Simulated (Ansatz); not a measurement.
# triplet GeH2O2: levels of theory compared

We compute a comparison of 3 runs (UHF/def2-SVPD, UCAM-B3LYP/def2-SVPD, UMP2/def2-SVPD) of triplet GeH2O2. 

Program for the calculation: Ansatz 0.2.0.

51 further runs of the same task are left out: 51 set aside as unsound or not needed.

## 1. The system as given

The species is GeH2O2 (5 atoms), meant as a triplet with charge 0. As SMILES of the parent species, `[OH][Ge][OH]`. The coordinates come from a PBE0-D4/def2-TZVP relaxation. This is one conformer, not always the lowest. That shape belongs to the parent species and isn't relaxed for this state.

Bond lengths: O1–Ge2 1.790 Å, Ge2–O3 1.790 Å, O1–H4 0.961 Å, O3–H5 0.961 Å. Angles: O1–Ge2–O3 102.4°, Ge2–O1–H4 118.8°, Ge2–O3–H5 118.8°.

## 2. The energy at UHF/def2-SVPD (run 1)

Input file run.yaml:

```yaml
crystal:
  periodic: [false, false, false]
  atoms:
    - {symbol: O, position_ang: [-1.341000, -0.099500, -0.377400]}
    - {symbol: Ge, position_ang: [-0.316400, -0.895800, 0.855300]}
    - {symbol: O, position_ang: [1.281900, -0.142300, 0.570200]}
    - {symbol: H, position_ang: [-0.940900, 0.550800, -0.961500]}
    - {symbol: H, position_ang: [1.366400, 0.513200, -0.127900]}
basis:
  gaussian:
    orbitals: def2-SVPD
magnetization:
  spin_polarized: true
  initial_magnetization: 2
hamiltonian:
  xc: hf
accuracy: high
output: {orbitals: {seedname: orbitals}}
```

The run is started by

```console
$ ansatz run run.yaml --threads 1 --pin off --max-ram 3480MiB --events-out events.jsonl --progress --plain --runs-dir runs
```

Standard output:

```text
Warning: RAYON_NUM_THREADS=1 ignored (pool sized by the plan → 1); use --threads N
Functional definition: HF
  name "HF"
  exchange = exact_x
  correlation = 0
1915 factors; integrals over basis functions are off by at most 4.2e-9 eV
mean field evaluation 1: about -60563.5286 eV, gradient 3.2e1 eV
mean field evaluation 2: about -60563.5687 eV, gradient 3.2e1 eV
mean field evaluation 4: about -60567.8497 eV, gradient 2.9e0 eV
mean field evaluation 8: about -60567.9856 eV, gradient 3.2e-1 eV
mean field evaluation 16: about -60567.9880 eV, gradient 4.4e-7 eV
mean field -60567.98803325 eV, -2225.8325057653 hartree, gradient 2.4e-8 eV, S^2 2.004582; 0 other end points of the search recorded, 0 dependent functions left out
reference -60567.98803325 eV, -2225.8325057653 hartree; 26, 24 occupied and 74, 76 virtual orbitals, 1915 factors
Total energy: -60567.98803325 eV, -2225.8325057653 hartree
```

Run time: 3 s. Hardware: 1 thread of Intel Xeon 6975P-C (Granite Rapids), shared host; peak memory 0.38 GiB.

## 3. A single-point energy at UCAM-B3LYP/def2-SVPD (run 2)

Input file molecule.yaml:

```yaml
crystal:
  periodic: [false, false, false]
  atoms:
    - {symbol: O, position_ang: [-1.341000, -0.099500, -0.377400]}
    - {symbol: Ge, position_ang: [-0.316400, -0.895800, 0.855300]}
    - {symbol: O, position_ang: [1.281900, -0.142300, 0.570200]}
    - {symbol: H, position_ang: [-0.940900, 0.550800, -0.961500]}
    - {symbol: H, position_ang: [1.366400, 0.513200, -0.127900]}
basis:
  gaussian: {orbitals: def2-SVPD}
output: {orbitals: {seedname: orbitals}}
hamiltonian: {xc: {name: CAM-B3LYP}}
magnetization: {spin_polarized: true, initial_magnetization: 2}
accuracy: high
```

The run is started by

```console
$ ansatz run molecule.yaml --threads 1 --pin off --max-ram 3480MiB --events-out events.jsonl --progress --plain --runs-dir runs
```

Standard output:

```text
Warning: RAYON_NUM_THREADS=1 ignored (pool sized by the plan → 1); use --threads N
Functional definition: CAM-B3LYP
  name "CAM-B3LYP"
  parameter alpha = 0.19
  parameter beta = 0.46
  parameter omega = 0.33/bohr
  parameter ac = 0.81
  exchange = (1 - alpha - beta)*b88_x + beta*b88_x_sr(omega) + alpha*exact_x + beta*exact_x_lr(omega)
  correlation = (1 - ac)*vwn5_c + ac*lyp_c
1915 factors; integrals over basis functions are off by at most 4.2e-9 eV
459 factors; integrals over basis functions are off by at most 1.5e-9 eV
mean field evaluation 1: about -60626.1960 eV, gradient 4.8e1 eV
mean field evaluation 2: about -60604.1079 eV, gradient 8.5e1 eV
mean field evaluation 4: about -60634.4219 eV, gradient 1.7e0 eV
mean field evaluation 8: about -60634.5060 eV, gradient 3.0e-1 eV
mean field evaluation 16: about -60634.5065 eV, gradient 2.4e-4 eV
mean field -60634.50652903 eV, -2228.2770153973 hartree, gradient 7.2e-8 eV, S^2 2.002488; 0 other end points of the search recorded, 0 dependent functions left out
reference -60634.50654480 eV, -2228.2770159766 hartree; 26, 24 occupied and 74, 76 virtual orbitals, 1915 factors
Total energy: -60634.50654480 eV, -2228.2770159766 hartree
```

Run time: 8.4 s. Hardware: 1 thread of Intel Xeon 6975P-C (Granite Rapids), shared host; peak memory 0.55 GiB.

## 4. A single-point energy at UMP2/def2-SVPD (run 3)

Input file in.yaml:

```yaml
crystal:
  periodic: [false, false, false]
  atoms:
    - symbol: O
      position_ang: [-1.341000, -0.099500, -0.377400]
    - symbol: Ge
      position_ang: [-0.316400, -0.895800, 0.855300]
    - symbol: O
      position_ang: [1.281900, -0.142300, 0.570200]
    - symbol: H
      position_ang: [-0.940900, 0.550800, -0.961500]
    - symbol: H
      position_ang: [1.366400, 0.513200, -0.127900]
basis:
  gaussian: {orbitals: def2-SVPD}
total_charge: 0
magnetization: {spin_polarized: true, initial_magnetization: 2}
correlation: {method: mp2, frozen_orbitals: {Ge: 9, H: 0, O: 1}}
accuracy: high
```

The run is started by

```console
$ ansatz run in.yaml --threads 1 --pin off --max-ram 3480MiB --events-out events.jsonl --progress --plain --runs-dir runs
```

Standard output:

```text
Warning: RAYON_NUM_THREADS=1 ignored (pool sized by the plan → 1); use --threads N
[... 4 set-up lines as earlier in the session ...]
1915 factors; integrals over basis functions are off by at most 4.2e-9 eV
mean field evaluation 1: about -60563.5286 eV, gradient 3.2e1 eV
mean field evaluation 2: about -60563.5687 eV, gradient 3.2e1 eV
mean field evaluation 4: about -60567.8497 eV, gradient 2.9e0 eV
mean field evaluation 8: about -60567.9856 eV, gradient 3.2e-1 eV
mean field evaluation 16: about -60567.9880 eV, gradient 4.4e-7 eV
mean field -60567.98803325 eV, -2225.8325057653 hartree, gradient 2.4e-8 eV, S^2 2.004582; 1 other end points of the search recorded, 0 dependent functions left out
11 core orbitals not correlated: weight in the atoms' cores, before any rotation towards them, 1.000 or more for the frozen orbitals, at most 0.000 for the correlated occupied ones
reference -60567.98803325 eV, -2225.8325057653 hartree; 15, 13 occupied and 74, 76 virtual orbitals, 1915 factors
second order -16.09207972 eV of doubles, -0.00000000 eV of singles
Total energy: -60584.08011298 eV, -2226.4238787875 hartree
```

Wall time 3.6 s (1 thread of Intel Xeon 6975P-C (Granite Rapids), shared host); peak memory 0.38 GiB.

## 5. All runs side by side

| run | level | frozen core orbitals | energy (Eh) | HOMO energy (eV) | LUMO energy (eV) | ⟨S²⟩ | wall time |
| --- | --- | --- | --- | --- | --- | --- | --- |
| 1 | UHF/def2-SVPD | – | -2225.832506 | -7.47 | -1.07 | 2.005 | 3 s |
| 2 | UCAM-B3LYP/def2-SVPD | – | -2228.277016 | -5.69 | -4.66 | 2.002 | 8.4 s |
| 3 | UMP2/def2-SVPD | 11 | -2226.423879 | – | – | 2.005 | 3.6 s |

## 6. Outcome

| quantity | value |
| --- | --- |
| run 3: total energy | -2226.42388 Eh |
| run 3: correlation energy (11 core orbitals frozen) | -591.4 mEh |
| run 3: ⟨S²⟩ of the reference determinant | 2.005 |

All runs together took 15 s, the longest 8.4 s.
